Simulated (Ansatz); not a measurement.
## MoI in Ansatz: the effect of functional

MoI:

```xyz
2
Lattice="0.0000 3.1789 3.1789 3.1789 0.0000 3.1789 3.1789 3.1789 0.0000" Properties=species:S:1:pos:R:3 pbc="T T T"
Mo    0.0000    0.0000    0.0000
I     4.7683    4.7683    4.7683
```

The cell was built by a generator and needn't be a form met in nature.

Alike in all runs:

```yaml
Program: Ansatz 0.2.0
Task: band structure
Potentials_or_basis: Ansatz PAW
k_mesh: 7 × 7 × 7
Occupations: fermi-dirac, width 0.05 eV
Spin: no spin polarisation
```

One run gave: pressure -8.1 GPa. Which functional did it use?
A. LDA
B. BLYP
C. revPBE
D. RPBE
E. r2SCAN

E.

| functional | cutoff | pressure (GPa) |
| --- | --- | --- |
| LDA | 420 eV (not typed: the program's choice for these potentials) | -11.6 |
| PBEsol | 420 eV (not typed: the program's choice for these potentials) | -10.2 |
| RPBE | 420 eV (not typed: the program's choice for these potentials) | -5.8 |
| revPBE | 420 eV (not typed: the program's choice for these potentials) | -6.2 |
| BLYP | 420 eV (not typed: the program's choice for these potentials) | -3.4 |
| r2SCAN | 500 eV (not typed: the program's choice for these potentials) | -8.1 |

Caveats: an odd number of electrons without spin polarisation forces a metal; a magnetic or distorted state may lie lower; the PAW data sets come from PBE, with cores solved anew for the run's functional, which leaves a small shift of forces and pressure.

Runs at the PBE level aren't shown here.
